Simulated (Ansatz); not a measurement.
# C₂H₇NSi: a ladder of functionals and wavefunction methods

The task here is to estimate one member of a computed series from the others.

Computed with Ansatz 0.2.0, Gaussian basis. Level: functionals in def2-TZVPP, the program's frozen cores in correlated methods.

Plan: LDA (SPW92), PBE-D4, revPBE-D4, BLYP-D4, r2SCAN-D4, B97M-V, PBE0-D4, B3LYP-D4, r2SCANh-D4, r2SCAN0-D4, HSE06-D4, BHLYP-D4, CAM-B3LYP-D4, LC-ωPBE, ωB97X-V, ωB97M-V, B2PLYP, PBE-QIDH; CCSD(T)/def2-SVP; CCSD(T)/def2-TZVPP; MP2/def2-QZVPP; extrapolation to the limit; RPA on PBE.

### The geometry

An earlier PBE0-D4 in a triple-zeta def2 set relaxation fixed the geometry.

SMILES `CN(C)[SiH]`, 11 atoms, charge 0, spin multiplicity 1.

Atoms are counted from 1 here; the program's logs count them from 0.

Bond lengths: C1–N2 1.450 Å, C1–H5 1.091 Å, C1–H6 1.097 Å, C1–H7 1.097 Å, N2–C3 1.447 Å, N2–Si4 1.712 Å, C3–H8 1.097 Å, C3–H9 1.088 Å, C3–H10 1.097 Å, Si4–H11 1.532 Å. Angles: N2–C1–H5 110.2°, N2–C1–H6 110.9°, N2–C1–H7 110.9°, H5–C1–H6 108.5°, H5–C1–H7 108.5°, H6–C1–H7 107.7°, C1–N2–C3 112.0°, C1–N2–Si4 119.7°, C3–N2–Si4 128.3°, N2–C3–H8 110.7°, N2–C3–H9 110.1°, N2–C3–H10 110.8°, H8–C3–H9 108.9°, H8–C3–H10 107.4°, H9–C3–H10 108.9°, N2–Si4–H11 94.7°.

The first run:

File in.yaml:

```yaml
crystal:
  periodic: [false, false, false]
  atoms:
    - {symbol: C, position_ang: [-0.415510, 1.269384, -0.336511]}
    - {symbol: N, position_ang: [-0.117325, -0.149471, -0.341560]}
    - {symbol: C, position_ang: [0.522364, -0.574233, 0.885062]}
    - {symbol: Si, position_ang: [-0.528985, -1.098065, -1.706576]}
    - {symbol: H, position_ang: [-0.896742, 1.555690, -1.272921]}
    - {symbol: H, position_ang: [0.500100, 1.861441, -0.219888]}
    - {symbol: H, position_ang: [-1.085994, 1.525612, 0.492510]}
    - {symbol: H, position_ang: [1.462799, -0.031224, 1.041133]}
    - {symbol: H, position_ang: [0.733650, -1.640785, 0.847247]}
    - {symbol: H, position_ang: [-0.121100, -0.370167, 1.749908]}
    - {symbol: H, position_ang: [0.012045, -2.405283, -1.117705]}
basis:
  gaussian: {orbitals: def2-TZVPP}
hamiltonian: {xc: lda}
output: {orbitals: {seedname: orbitals}}
```

Started as:

```bash
> ansatz run in.yaml --threads 4 --pin off --events-out ev --progress --plain --max-ram 10444MiB
```

Steps of the session up to this table: LDA; PBE-D4 (GGA); revPBE-D4 (GGA); BLYP-D4 (GGA); r2SCAN-D4 (meta-GGA); B97M-V (meta-GGA); B3LYP-D4 (hybrid); r2SCANh-D4 (hybrid); r2SCAN0-D4 (hybrid); HSE06-D4 (hybrid); BHLYP-D4 (hybrid); CAM-B3LYP-D4 (range-separated); LC-ωPBE (range-separated); ωB97X-V (range-separated); ωB97M-V (range-separated); B2PLYP (double hybrid); PBE-QIDH (double hybrid).

One of the session's tables, all rows but one given; the rest of the session is left out.

It belongs to the step «Frontier levels by functional». 

| functional | HOMO (eV) | LUMO (eV) | gap (eV) |
| --- | --- | --- | --- |
| LDA (SPW92) | -5.17 | -2.40 | 2.77 |
| PBE-D4 | -5.12 | -2.25 | 2.87 |
| revPBE-D4 | -5.08 | -2.19 | 2.89 |
| BLYP-D4 | -5.00 | -2.10 | 2.89 |
| r2SCAN-D4 | -5.31 | -2.13 | 3.18 |
| B97M-V | -5.44 | -2.16 | 3.28 |
| PBE0-D4 | -6.20 | -1.45 | 4.75 |
| B3LYP-D4 | -6.02 | -1.63 | 4.39 |
| r2SCANh-D4 | -5.71 | -1.83 | 3.88 |
| r2SCAN0-D4 | -6.32 | -1.38 | 4.93 |
| HSE06-D4 | -5.80 | -1.83 | 3.97 |
| BHLYP-D4 | -7.18 | -0.56 | 6.63 |
| CAM-B3LYP-D4 | -7.50 | -0.38 | 7.12 |
| LC-ωPBE | -8.81 | 0.68 | 9.49 |
| ωB97X-V | -8.50 | 0.59 | 9.09 |
| ωB97M-V | ? | ? | ? |

Q: Estimate the row for ωB97M-V from the others.

As computed: HOMO (eV): -8.32; LUMO (eV): 0.46; gap (eV): 8.78. In the column «HOMO (eV)» it lies between ωB97X-V (-8.50) and CAM-B3LYP-D4 (-7.50).
